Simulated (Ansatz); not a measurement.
# MnCuS4 (element-swapped structure): how the settings move a single-point run

How sensitive is a single-point run of MnCuS4 (element-swapped structure) to its settings? A reference run comes first, then four runs with altered input.

Program: Ansatz 0.2.0. Level of theory: reference: DFT r2SCAN+U, plane waves, PAW, scalar-relativistic, collinear spin. These are calculated values, not measurements.

**1. The starting structure**

The structure is tetragonal, space group I-4 (No. 82). The conventional cell has a = 10.835 Å, b = 10.835 Å, c = 4.087 Å, α = 90.00°, β = 90.00°, γ = 90.00°. Cu (site symmetry -4) is surrounded by 4 S at 2.47 Å. S (site symmetry 1) has 1 Cu at 2.47 Å as nearest neighbours. Mn (site symmetry -4) is surrounded by 2 Mn at 4.09 Å and 8 S at 4.28 to 4.49 Å.

As a file:

```cif
data_structure
_symmetry_space_group_name_H-M 'I-4'
_symmetry_Int_Tables_number 82
_cell_length_a 10.8347
_cell_length_b 10.8347
_cell_length_c 4.0866
_cell_angle_alpha 90.000
_cell_angle_beta 90.000
_cell_angle_gamma 90.000
_cell_volume 479.73
loop_
_atom_site_label
_atom_site_type_symbol
_atom_site_symmetry_multiplicity
_atom_site_Wyckoff_symbol
_atom_site_fract_x
_atom_site_fract_y
_atom_site_fract_z
_atom_site_occupancy
Cu1 Cu 2 a 0.00000 0.00000 0.00000 1
S1 S 8 g 0.13400 0.85200 0.29000 1
Mn1 Mn 2 d 0.00000 0.50000 0.75000 1
```

**2. The reference run**

File input.yaml:

```yaml
crystal:
  lattice:
    - [0.0, 0.0, 4.08662009]
    - [5.41736728, -5.41736728, 2.04331055]
    - [5.41736728, 5.41736728, -2.04331055]
  atoms:
    - { symbol: Cu, position: [0.0, 0.0, 0.0], spin: 0.4 }
    - { symbol: S, position: [0.424, 0.014, 0.282], spin: 1.0 }
    - { symbol: S, position: [0.562, 0.282, 0.986], spin: 1.0 }
    - { symbol: S, position: [0.156, 0.986, 0.718], spin: 1.0 }
    - { symbol: S, position: [0.858, 0.718, 0.014], spin: 1.0 }
    - { symbol: Mn, position: [0.75, 0.5, 0.5], spin: 5.6 }
kpoints:
  mp_grid: { grid: [5, 5, 5], shift: [0, 0, 0] }
magnetization:
  spin_polarized: true
scf:
  occupations: { method: methfessel_paxton, width: 0.0363 }
hamiltonian:
  pseudopotentials: { kind: paw }
  xc: r2scan
  hubbard:
    projectors: all-electron-ortho-atomic
    sites:
      - { species: Cu, l: d, u: 2.98, j: 0.52 }
      - { species: Mn, l: d, u: 5.92, j: 0.88 }
basis:
  ecutwfc: 500
output:
  forces: true
  stress: true
  eigenvalues: true
```

The run is started by

```console
$ ansatz run input.yaml --threads 1 --pin off --max-ram 2560MiB --backend cpu --events-out ev --progress --plain --runs-dir out
```

**3. Changed: pseudopotentials.kind nc, pseudopotentials.accuracy standard, xc_grid 3**

Edit input.yaml of step 2 so:

```diff
@@ -19,3 +19,3 @@
 hamiltonian:
-  pseudopotentials: { kind: paw }
+  pseudopotentials: { kind: nc, accuracy: standard }
   xc: r2scan
@@ -28,2 +28,3 @@
   ecutwfc: 500
+  xc_grid: 3
 output:
```

**4. Changed: preconditioner ldos, ecutrho_ratio 4**

Edit input.yaml of step 2 so:

```diff
@@ -18,2 +18,3 @@
   occupations: { method: methfessel_paxton, width: 0.0363 }
+  mixing: { preconditioner: ldos }
 hamiltonian:
@@ -28,2 +29,3 @@
   ecutwfc: 500
+  ecutrho_ratio: 4
 output:
@@ -32 +34,5 @@
   eigenvalues: true
+  write_density: true
+  write_potential: true
+  elf: true
+  volumetric_format: npy
```

**5. Changed: mp_grid.grid [6, 6, 6], dispersion d4**

Edit input.yaml of step 2 so:

```diff
@@ -13,3 +13,3 @@
 kpoints:
-  mp_grid: { grid: [5, 5, 5], shift: [0, 0, 0] }
+  mp_grid: { grid: [6, 6, 6], shift: [0, 0, 0] }
 magnetization:
@@ -26,2 +26,3 @@
       - { species: Mn, l: d, u: 5.92, j: 0.88 }
+  dispersion: d4
 basis:
```

**6. Variant: occupations.width 0.01, chi_scale 0.0, ecutrho_ratio 4**

Edit input.yaml of step 2 so:

```diff
@@ -17,3 +17,4 @@
 scf:
-  occupations: { method: methfessel_paxton, width: 0.0363 }
+  occupations: { method: methfessel_paxton, width: 0.01 }
+  initial_density: { chi_scale: 0.0 }
 hamiltonian:
@@ -28,2 +29,3 @@
   ecutwfc: 500
+  ecutrho_ratio: 4
 output:
```

Before running it: what results should come out? Wanted: for each run, ending; energy change; pressure; abs. moment; force.

The runs gave:

| run | ending | energy change | pressure (GPa) | abs. moment (μB) | force (eV/Å) | cycles | time |
| --- | --- | --- | --- | --- | --- | --- | --- |
| reference | converged | 0 | -5.5 | 12.14 | 1.19 | 20 | 2.8 min |
| 1: pseudopotentials.kind nc, pseudopotentials.accuracy standard, xc_grid 3 | converged | not comparable | -6.0 | 12.10 | 1.28 | 16 | 1.9 min |
| 2: preconditioner ldos, ecutrho_ratio 4 | converged | 0.0 meV/atom | -5.5 | 12.14 | 1.19 | 28 | 3.7 min |
| 3: mp_grid.grid [6, 6, 6], dispersion d4 | converged | -85.8 meV/atom (offset of the dispersion model) | -5.8 | 12.15 | 1.19 | 20 | 4 min |
| 4: occupations.width 0.01, chi_scale 0.0, ecutrho_ratio 4 | converged | 0.0 meV/atom (σ→0) | -5.5 | 12.14 | 1.19 | 20 | 2.7 min |

Times don't compare one to one where runs were asked for different outputs or read a saved state (see the inputs); cycles may leave out searches for a lower state.

Residual by cycle in the longest SCF loop of each run; runs are numbered as in the table. The quantity is the density residual dr2, in eV.

| cycle | reference | run 1 | run 2 | run 3 | run 4 |
| --- | --- | --- | --- | --- | --- |
| 1 | 181 | 788 | 181 | 179 | 46.2 |
| 3 | 14.2 | 23.5 | 91.6 | 14.1 | 3.72 |
| 6 | 0.074 | 0.224 | 146 | 0.0793 | 0.0199 |
| 8 | 0.0205 | 0.0108 | 32.8 | 0.0218 | 0.0105 |
| 11 | 0.0043 | 0.00102 | 2.95 | 0.00405 | 9.6e-4 |
| 13 | 5.8e-4 | 8.3e-6 | 0.943 | 3.4e-4 | 1.4e-4 |
| 16 | 4.6e-6 | 3.1e-8 | 0.089 | 3.0e-6 | 2.4e-5 |
| 18 | 3.6e-7 | - | 0.00701 | 4.0e-7 | 1.0e-6 |
| 21 | - | - | 6.4e-4 | - | - |
| 23 | - | - | 4.5e-5 | - | - |
| 26 | - | - | 2.1e-6 | - | - |
| 28 | - | - | 8.6e-8 | - | - |

**Reading.** Of the converged runs whose energies compare with the reference's, none moves it noticeably. Run 1 ran under the cutoff that the potentials recommend, as the log warns, so basis error is mixed into its values, and swamps them where the cutoff is far short.

Caveats on the reference run: its magnetic state comes from one start and may not be the lowest; the structure is made up and not relaxed.
